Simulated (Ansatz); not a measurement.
# F5HOW: small, medium and large basis sets

One table from this session's results is given with a row withheld; the runs are named, their logs left out.

Method: one geometry, several basis sets; program: Ansatz 0.2.0, Gaussian basis.

Levels to be run: PBE0-D4/def2-SVP; ωB97M-V/def2-SVP; PBE0-D4/def2-QZVPP; ωB97M-V/def2-QZVPP; the functionals' def2-TZVPP values are taken from earlier runs.

### The geometry

An earlier PBE0-D4 in a triple-zeta def2 set relaxation fixed the geometry. W takes the def2 core potential; no spin-orbit term is included.

SMILES `[OH][W]([F])([F])([F])([F])[F]`, 8 atoms, charge 0, spin multiplicity 1.

Atoms are counted from 1 here; the program's logs count them from 0.

Bond lengths: O1–W2 1.819 Å, O1–H8 0.956 Å, W2–F3 1.846 Å, W2–F4 1.846 Å, W2–F5 1.842 Å, W2–F6 1.846 Å, W2–F7 1.846 Å. Angles: W2–O1–H8 179.8°, O1–W2–F3 92.2°, O1–W2–F4 92.1°, O1–W2–F5 180.0°, O1–W2–F6 92.1°, O1–W2–F7 92.1°, F3–W2–F4 175.7°, F3–W2–F5 87.9°, F3–W2–F6 89.9°, F3–W2–F7 89.9°, F4–W2–F5 87.8°, F4–W2–F6 89.9°, F4–W2–F7 89.9°, F5–W2–F6 87.9°, F5–W2–F7 87.9°, F6–W2–F7 175.7°.

The first run:

in.yaml

```yaml
crystal:
  periodic: [false, false, false]
  atoms:
    - {symbol: O, position_ang: [-0.656192, -1.281610, 0.451990]}
    - {symbol: W, position_ang: [0.134840, 0.262797, -0.092168]}
    - {symbol: F, position_ang: [1.418210, 0.152853, 1.229575]}
    - {symbol: F, position_ang: [-1.088745, 0.489835, -1.455145]}
    - {symbol: F, position_ang: [0.935613, 1.827146, -0.644265]}
    - {symbol: F, position_ang: [-0.924722, 1.280211, 1.025178]}
    - {symbol: F, position_ang: [1.254377, -0.637990, -1.250423]}
    - {symbol: H, position_ang: [-1.073392, -2.093253, 0.735258]}
basis:
  gaussian: {orbitals: def2-SVP}
hamiltonian: {xc: pbe0, dispersion: d4}
output: {orbitals: {seedname: orbitals}}
```

On the command line:

```sh
$ ansatz run in.yaml --threads 8 --pin off --events-out ev --progress --plain --max-ram 18278MiB
```

Among the steps run: PBE0-D4 in def2-SVP; ωB97M-V in def2-SVP; PBE0-D4 in def2-QZVPP; ωB97M-V in def2-QZVPP.

One of the session's tables, all rows but one given; the rest of the session is left out.

It belongs to the step «Functionals by basis». 

```
functional       basis  HOMO (eV)  LUMO (eV)
   PBE0-D4    def2-SVP     -11.45      -3.97
   PBE0-D4  def2-TZVPP     -11.44      -3.79
   PBE0-D4  def2-QZVPP     -11.47      -3.81
   ωB97M-V    def2-SVP     -13.89      -1.73
   ωB97M-V  def2-TZVPP          ?          ?
   ωB97M-V  def2-QZVPP     -13.92      -1.58
```

Q: Estimate the row for ωB97M-V, def2-TZVPP from the others.

As computed: HOMO (eV): -13.89; LUMO (eV): -1.55.
